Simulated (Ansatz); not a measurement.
# BrClH4Sn (built from SMILES Cl.[Br][SnH3]): search for a transition state

Wanted: the transition state of a four-centre ligand exchange (form Sn1–Cl7, Br2–H6 and break Sn1–Br2, H6–Cl7). The guess is relaxed with those distances held, a saddle search follows, and vibrations and two downhill relaxations check it.

Method: PBE0-D4, def2-SVP first, then def2-TZVP; program: Ansatz 0.2.0, Gaussian basis.

## 1. The starting structure

The guess: 7 atoms, charge 0, spin multiplicity 1.

Atoms are counted from 1 here; the program's logs count them from 0.

Bond lengths: Sn1–Br2 2.907 Å, Sn1–H3 1.701 Å, Sn1–H4 1.702 Å, Sn1–H5 1.718 Å, Sn1–Cl7 2.635 Å, H6–Cl7 1.476 Å. Angles: Br2–Sn1–H3 85.5°, Br2–Sn1–H4 85.2°, Br2–Sn1–H5 154.7°, Br2–Sn1–Cl7 69.7°, H3–Sn1–H4 122.8°, H3–Sn1–H5 106.1°, H3–Sn1–Cl7 113.8°, H4–Sn1–H5 105.8°, H4–Sn1–Cl7 115.1°, H5–Sn1–Cl7 85.0°, Sn1–Cl7–H6 78.1°.

Coordinates:

```mol
BrClH4Sn
  3D, bonds by distance, orders not assigned

  7  6  0  0  0  0  0  0  0  0999 V2000
   -0.7732   -0.2714   -0.0344 Sn  0  0
    2.0227   -1.0511    0.1265 Br  0  0
   -0.7763   -1.0892   -1.5257 H   0  0
   -0.9356   -1.0729    1.4579 H   0  0
   -2.0695    0.8530   -0.1062 H   0  0
    1.7601    0.7690    0.0768 H   0  0
    0.7719    1.8626    0.0050 Cl  0  0
  1  2  8  0
  1  3  8  0
  1  4  8  0
  1  5  8  0
  1  7  8  0
  6  7  8  0
M  END
```

Distances that are to change: Sn1–Cl7 2.63 Å, Br2–H6 1.84 Å, Sn1–Br2 2.91 Å, H6–Cl7 1.48 Å.

## 2. Relaxing the guess with the reacting distances held

The input, hold/in.yaml:

```yaml
crystal:
  periodic: [false, false, false]
  atoms:
    - {symbol: Sn, position_ang: [-0.773200, -0.271400, -0.034400]}
    - {symbol: Br, position_ang: [2.022700, -1.051100, 0.126500]}
    - {symbol: H, position_ang: [-0.776300, -1.089200, -1.525700]}
    - {symbol: H, position_ang: [-0.935600, -1.072900, 1.457900]}
    - {symbol: H, position_ang: [-2.069500, 0.853000, -0.106200]}
    - {symbol: H, position_ang: [1.760100, 0.769000, 0.076800]}
    - {symbol: Cl, position_ang: [0.771900, 1.862600, 0.005000]}
basis:
  gaussian: {orbitals: def2-SVP}
hamiltonian: {xc: pbe0, dispersion: d4}
relax: {f_tol: 0.04, max_steps: 150, escape_saddle: false, constraints: [{distance: [0, 6]}, {distance: [1, 5]}, {distance: [0, 1]}, {distance: [5, 6]}]}
```

On the command line:

```bash
> ansatz run in.yaml --threads 4 --pin off --events-out ev --progress --plain --max-ram 9574MiB
```

Output, cut to the lines that bear on the results:

```text
Functional definition: PBE0
  name "PBE0"
  cite "Adamo & Barone, J. Chem. Phys. 110, 6158 (1999) doi:10.1063/1.478522"
  cite "Perdew, Burke & Ernzerhof, Phys. Rev. Lett. 77, 3865 (1996) doi:10.1103/PhysRevLett.77.3865"
  parent pbe
[...]
1085 factors; integrals over basis functions are off by at most 3.6e-4 eV
[...]
mean field -88440.71408674 eV, -3250.1362954185 hartree, gradient 3.6e-5 eV, S^2 0.000000; 0 other end points of the search recorded, 0 dependent functions left out
[...]
reference -88440.71411483 eV, -3250.1362964507 hartree; 39, 39 occupied and 57, 57 virtual orbitals, 1085 factors
relax step   1: F+E_penalty+E_count = -88440.86982018 eV  Δ(F+E_penalty+E_count) = +0.000e0 eV  max|allowed force component| = 1.955e-1 eV/Å  Δτ_max = 0.0000 Å  (24 SCF iters, accepted)
[...]
relax step   2: F+E_penalty+E_count = -88440.85174306 eV  Δ(F+E_penalty+E_count) = +1.808e-2 eV  max|allowed force component| = 3.879e-1 eV/Å  Δτ_max = 0.1567 Å  (28 SCF iters, rejected (line search))
[...]
relax step   3: F+E_penalty+E_count = -88440.87922158 eV  Δ(F+E_penalty+E_count) = -9.401e-3 eV  max|allowed force component| = 1.577e-2 eV/Å  Δτ_max = 0.0553 Å  (28 SCF iters, accepted)
  distance Sn 0 - Cl 6 held at 2.634927 Å   reaction = -1.3604e-1 eV/Å
  distance Br 1 - H 5 held at 1.839618 Å   reaction = +4.8693e-1 eV/Å
  distance Sn 0 - Br 1 held at 2.907039 Å   reaction = -9.7598e-2 eV/Å
  distance H 5 - Cl 6 held at 1.475688 Å   reaction = +8.9170e-2 eV/Å
1085 factors; integrals over basis functions are off by at most 3.6e-4 eV
[...]
mean field -88440.72332173 eV, -3250.1366347983 hartree, gradient 1.5e-5 eV, S^2 0.000000; 1 other end points of the search recorded, 0 dependent functions left out
[...]
reference -88440.72334981 eV, -3250.1366358301 hartree; 39, 39 occupied and 57, 57 virtual orbitals, 1085 factors
Total energy: -88440.87924966 eV, -3250.1423650440 hartree
Atom 0 at    -0.779264    -0.275994    -0.035316 Å, force    -0.179882    -0.081348    -0.006913 eV/Å
Atom 1 at     2.017064    -1.054081     0.125967 Å, force     0.009092     0.456511    -0.009207 eV/Å
Atom 2 at    -0.757785    -1.109206    -1.519932 Å, force    -0.000579    -0.004150     0.007356 eV/Å
Atom 3 at    -0.914570    -1.090697     1.454049 Å, force     0.000714    -0.001626    -0.008083 eV/Å
Atom 4 at    -2.040300     0.900002    -0.105799 Å, force     0.015774    -0.003289    -0.000021 eV/Å
Atom 5 at     1.723948     0.761334     0.075496 Å, force     0.019852    -0.410144     0.008876 eV/Å
Atom 6 at     0.751006     1.868641     0.005434 Å, force     0.135028     0.044045     0.007992 eV/Å
Dipole moment:    -0.541547     0.077864    -0.030650 e Å
```

Wall time 7 s (4 threads of Arm Neoverse V1, shared host).

Along the way: (the energy doesn't fall at every step)

```tsv
step	energy from step 1 (eV)	largest force component (eV/Å)
1	0.0000	0.1955
2	0.0181	0.3879
3	-0.0094	0.0158
```

Distances of close pairs at the start and the end, largest changes first:

```tsv
bond	before (Å)	after (Å)	change (Å)
Sn1–H5	1.718	1.726	+0.008
Sn1–H3	1.701	1.703	+0.002
Sn1–H4	1.702	1.703	+0.001
H6–Cl7	1.476	1.476	+0.000
Sn1–Br2	2.907	2.907	+0.000
Sn1–Cl7	2.635	2.635	+0.000
```

## 3. Force constants to start from

The input, hessian/in.yaml:

```yaml
crystal:
  periodic: [false, false, false]
  atoms:
    - {symbol: Sn, position_ang: [-0.779264, -0.275994, -0.035316]}
    - {symbol: Br, position_ang: [2.017064, -1.054081, 0.125967]}
    - {symbol: H, position_ang: [-0.757785, -1.109206, -1.519932]}
    - {symbol: H, position_ang: [-0.914570, -1.090697, 1.454049]}
    - {symbol: H, position_ang: [-2.040300, 0.900002, -0.105799]}
    - {symbol: H, position_ang: [1.723948, 0.761334, 0.075496]}
    - {symbol: Cl, position_ang: [0.751006, 1.868641, 0.005434]}
basis:
  gaussian: {orbitals: def2-SVP}
hamiltonian: {xc: pbe0, dispersion: d4}
phonons: {}
scf: {lower_state_search: off}
```

On the command line:

```bash
> ansatz run in.yaml --threads 4 --pin off --events-out ev --progress --plain --max-ram 9574MiB
```

Output, cut to the lines that bear on the results:

```text
[... 5 set-up lines as earlier in the session ...]
[...]
1085 factors; integrals over basis functions are off by at most 3.6e-4 eV
[...]
mean field -88440.72332540 eV, -3250.1366349331 hartree, gradient 1.3e-6 eV, S^2 0.000000; 0 other end points of the search recorded, 0 dependent functions left out
[...]
reference -88440.72335344 eV, -3250.1366359634 hartree; 39, 39 occupied and 57, 57 virtual orbitals, 1085 factors
[... from here to the last solve, the lines of the solves are left out (41 solves) ...]
1085 factors; integrals over basis functions are off by at most 3.6e-4 eV
mean field -88440.72330313 eV, -3250.1366341148 hartree, gradient 1.8e-6 eV, S^2 0.000000; 0 other end points of the search recorded, 0 dependent functions left out
[...]
WARN: phonons: modes at or below zero, which the zero-point energy, F, S and C_V leave out: 1, the lowest at -383.77 cm⁻¹. A minimum has none, and a first-order saddle one
[...]
Total energy: -88440.87925327 eV, -3250.1423651765 hartree
Atom 0 at    -0.779264    -0.275994    -0.035316 Å, force    -0.179834    -0.081282    -0.006895 eV/Å
Atom 1 at     2.017064    -1.054081     0.125967 Å, force     0.009088     0.456500    -0.009215 eV/Å
Atom 2 at    -0.757785    -1.109206    -1.519932 Å, force    -0.000584    -0.004160     0.007364 eV/Å
Atom 3 at    -0.914570    -1.090697     1.454049 Å, force     0.000706    -0.001627    -0.008100 eV/Å
Atom 4 at    -2.040300     0.900002    -0.105799 Å, force     0.015771    -0.003304    -0.000026 eV/Å
Atom 5 at     1.723948     0.761334     0.075496 Å, force     0.019853    -0.410140     0.008876 eV/Å
Atom 6 at     0.751006     1.868641     0.005434 Å, force     0.135000     0.044014     0.007995 eV/Å
Dipole moment:    -0.541548     0.077865    -0.030651 e Å
Vibrations: -383.77 119.47 178.04 221.70 421.56 467.24 617.50 655.57 729.54 750.76 762.15 1232.36 1897.73 1953.46 1987.47 cm⁻¹, zero-point energy 0.743567 eV
Checks for a lower state left out: stability, starts, cluster_reference, orbital_swaps, neighbouring_geometries, increment
```

Run time: 46 s. Hardware: 4 threads of Arm Neoverse V1, shared host.

The structure is not stationary yet, so these wavenumbers are no spectrum; the search needs only the force constants.

## 4. Saddle search in the small basis

The search itself is an outer loop (partitioned rational-function steps, Bofill update of the Hessian). Each step is one single-point run with forces. It stops when the largest force is under 0.04 eV/Å and the followed curvature is negative. The first step's input:

The input, presaddle/in.yaml:

```yaml
crystal:
  periodic: [false, false, false]
  atoms:
    - {symbol: Sn, position_ang: [-0.779264, -0.275994, -0.035316]}
    - {symbol: Br, position_ang: [2.017064, -1.054081, 0.125967]}
    - {symbol: H, position_ang: [-0.757785, -1.109206, -1.519932]}
    - {symbol: H, position_ang: [-0.914570, -1.090697, 1.454049]}
    - {symbol: H, position_ang: [-2.040300, 0.900002, -0.105799]}
    - {symbol: H, position_ang: [1.723948, 0.761334, 0.075496]}
    - {symbol: Cl, position_ang: [0.751006, 1.868641, 0.005434]}
basis:
  gaussian: {orbitals: def2-SVP}
hamiltonian: {xc: pbe0, dispersion: d4}
output: {forces: true}
scf: {lower_state_search: off}
```

On the command line:

```bash
> ansatz run in.yaml --threads 4 --pin off --events-out ev --progress --plain --max-ram 9574MiB
```

Step by step:

```tsv
step	energy (eV)	largest force (eV/Å)	followed curvature (eV/Å²)
1	-88440.87924	0.4565	-3.54
2	-88440.89550	0.0747	-3.80
3	-88440.89571	0.0132	-2.72
```

The 3 steps took 3.4 s in all (4 threads of Arm Neoverse V1, shared host).

## 5. Saddle search in triple zeta

The search itself is an outer loop (partitioned rational-function steps, Bofill update of the Hessian). Each step is one single-point run with forces. It stops when the largest force is under 0.01 eV/Å and the followed curvature is negative. The first step's input:

The input, saddle/in.yaml:

```yaml
crystal:
  periodic: [false, false, false]
  atoms:
    - {symbol: Sn, position_ang: [-0.776857, -0.308924, -0.034150]}
    - {symbol: Br, position_ang: [1.992041, -0.992120, 0.127900]}
    - {symbol: H, position_ang: [-0.799874, -1.164808, -1.507706]}
    - {symbol: H, position_ang: [-0.957568, -1.152260, 1.436391]}
    - {symbol: H, position_ang: [-1.973152, 0.923670, -0.098886]}
    - {symbol: H, position_ang: [1.717038, 0.775772, 0.073935]}
    - {symbol: Cl, position_ang: [0.798471, 1.918670, 0.002415]}
basis:
  gaussian: {orbitals: def2-TZVP}
hamiltonian: {xc: pbe0, dispersion: d4}
output: {forces: true}
scf: {lower_state_search: off}
```

On the command line:

```bash
> ansatz run in.yaml --threads 4 --pin off --events-out ev --progress --plain --max-ram 9574MiB
```

Step by step:

```tsv
step	energy (eV)	largest force (eV/Å)	followed curvature (eV/Å²)
1	-88453.97417	0.1068	-2.72
2	-88453.97756	0.0302	-2.99
3	-88453.97761	0.0029	-2.90
```

The 3 steps took 6.5 s in all (4 threads of Arm Neoverse V1, shared host).

The point found:

```tsv
atom	x (Å)	y (Å)	z (Å)
Sn1	-0.7716	-0.3044	-0.0332
Br2	1.9856	-1.0022	0.1322
H3	-0.7855	-1.1516	-1.5030
H4	-0.9454	-1.1459	1.4305
H5	-1.9635	0.9233	-0.0945
H6	1.6921	0.7700	0.0713
Cl7	0.7884	1.9107	-0.0034
```

Followed mode, largest move set to 1: H6 (0.13, -0.99, 0.03); Cl7 (-0.50, -0.40, -0.01); Br2 (0.56, 0.27, 0.01); Sn1 (-0.22, 0.48, -0.02).

## 6. Checking the order of the point

The input, vib/in.yaml:

```yaml
crystal:
  periodic: [false, false, false]
  atoms:
    - {symbol: Sn, position_ang: [-0.771569, -0.304433, -0.033207]}
    - {symbol: Br, position_ang: [1.985591, -1.002161, 0.132228]}
    - {symbol: H, position_ang: [-0.785513, -1.151593, -1.502975]}
    - {symbol: H, position_ang: [-0.945396, -1.145856, 1.430514]}
    - {symbol: H, position_ang: [-1.963509, 0.923289, -0.094549]}
    - {symbol: H, position_ang: [1.692120, 0.770032, 0.071313]}
    - {symbol: Cl, position_ang: [0.788375, 1.910723, -0.003424]}
basis:
  gaussian: {orbitals: def2-TZVP}
hamiltonian: {xc: pbe0, dispersion: d4}
phonons: {temperatures: {t_min: 298.15, t_max: 900, t_step: 200}}
```

On the command line:

```bash
> ansatz run in.yaml --threads 4 --pin off --events-out ev --progress --plain --max-ram 9574MiB
```

Output, cut to the lines that bear on the results:

```text
[... 5 set-up lines as earlier in the session ...]
[...]
1318 factors; their error is unknown
[...]
mean field -88453.82141704 eV, -3250.6179809227 hartree, gradient 2.5e-5 eV, S^2 0.000000; 0 other end points of the search recorded, 0 dependent functions left out
[...]
reference -88453.82145062 eV, -3250.6179821568 hartree; 39, 39 occupied and 120, 120 virtual orbitals, 1318 factors
[... from here to the last solve, the lines of the solves are left out (41 solves) ...]
1318 factors; their error is unknown
mean field -88453.82141638 eV, -3250.6179808984 hartree, gradient 9.2e-7 eV, S^2 0.000000; 0 other end points of the search recorded, 0 dependent functions left out
[...]
reference -88453.82144996 eV, -3250.6179821326 hartree; 39, 39 occupied and 120, 120 virtual orbitals, 1318 factors
WARN: phonons: modes at or below zero, which the zero-point energy, F, S and C_V leave out: 2, the lowest at -281.14 cm⁻¹. A minimum has none, and a first-order saddle one
Total energy: -88453.97760756 eV, -3250.6237208185 hartree
Atom 0 at    -0.771569    -0.304433    -0.033207 Å, force     0.002922     0.001033     0.001912 eV/Å
Atom 1 at     1.985591    -1.002161     0.132228 Å, force    -0.000831     0.002636     0.000589 eV/Å
Atom 2 at    -0.785513    -1.151593    -1.502975 Å, force    -0.001000    -0.000624    -0.000977 eV/Å
Atom 3 at    -0.945396    -1.145856     1.430514 Å, force    -0.001374    -0.000491    -0.001143 eV/Å
Atom 4 at    -1.963509     0.923289    -0.094549 Å, force     0.000591     0.000178     0.000559 eV/Å
Atom 5 at     1.692120     0.770032     0.071313 Å, force    -0.000000    -0.000286    -0.000472 eV/Å
Atom 6 at     0.788375     1.910723    -0.003424 Å, force    -0.000307    -0.002445    -0.000468 eV/Å
Dipole moment:    -0.526078    -0.023216    -0.029225 e Å
Vibrations: -281.14 -60.71 165.32 244.74 467.70 471.26 614.93 637.70 745.10 751.36 782.12 1234.34 1925.45 1966.21 1995.50 cm⁻¹, zero-point energy 0.744012 eV
```

Run time: 90 s. Hardware: 4 threads of Arm Neoverse V1, shared host.

Wavenumbers and character of the modes:

```tsv
mode	wavenumber (cm⁻¹)	character
1	281i	changes Sn1–Cl7, Br2–H6, H6–Cl7
2	61i	torsion
3	165	Sn–Br and Sn–Cl stretch
4	245	Br–H stretch with bend
5	468	bend with torsion
6	471	bend
7	615	wag or twist
8	638	bend
9	745	bend
10	751	bend
11	782	bend
12	1234	Cl–H stretch with bend
13	1925	Sn–H stretch
14	1966	Sn–H stretch
15	1996	Sn–H stretch
```

Vibrational sums (real modes only):

```tsv
T (K)	entropy (J/mol/K)	heat capacity (J/mol/K)
298	30.6	44.5
498	59.1	66.1
698	83.6	79.1
898	104.6	87.4
```

## 7. What came out

| quantity | value |
| --- | --- |
| imaginary modes | 2 |
| lowest wavenumber | 281i cm⁻¹ |
| Sn1–Cl7 at the point found | 2.709 Å |
| Br2–H6 at the point found | 1.797 Å |
| Sn1–Br2 at the point found | 2.849 Å |
| H6–Cl7 at the point found | 1.457 Å |

What this shows: A transition state has exactly one imaginary mode. This point has 2, so it is a saddle of higher order and is not used.
